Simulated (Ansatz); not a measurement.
## Cd2S in Ansatz: the effect of functional

Cd2S:

```
Cd S
1.0
     3.93607    0.00000    0.00000
    -1.96804    3.40874    0.00000
     0.00000    0.00000    5.77020
Cd S
2 1
Direct
  0.33333 0.66667 0.93272
  0.66667 0.33333 0.57873
  0.33333 0.66667 0.36571
```

The cell comes from a database or a generator and needn't be the stable form of this composition.

The cell isn't the ideal one: volume scaled by 0.98.

Alike in all runs:

* Program: Ansatz 0.2.0
* Task: single point
* Potentials or basis: Ansatz PAW
* k mesh: 8 × 8 × 5
* Occupations: fermi-dirac, width 0.05 eV
* Spin: no spin polarisation

Question: One run gave: gap on the mesh 0.23 eV; pressure -4.2 GPa; largest force 0.13 eV/Å. Which functional did it use?
A. PBEsol
B. r2SCAN
C. LDA

Answer: C.

```csv
functional,cutoff,gap on the mesh (eV),pressure (GPa),largest force (eV/Å)
LDA,420 eV (not typed: the program's choice for these potentials),0.23,-4.2,0.13
PBEsol,420 eV (not typed: the program's choice for these potentials),0.21,-2.2,0.08
r2SCAN,500 eV (not typed: the program's choice for these potentials),0.29,-0.8,0.05
```

Caveats: odd divisions of the mesh miss points on the zone boundary, where band edges often lie, so the gap on the mesh can be too wide; the PAW data sets come from PBE, with cores solved anew for the run's functional, which leaves a small shift of forces and pressure.

A k mesh can miss the band edges.
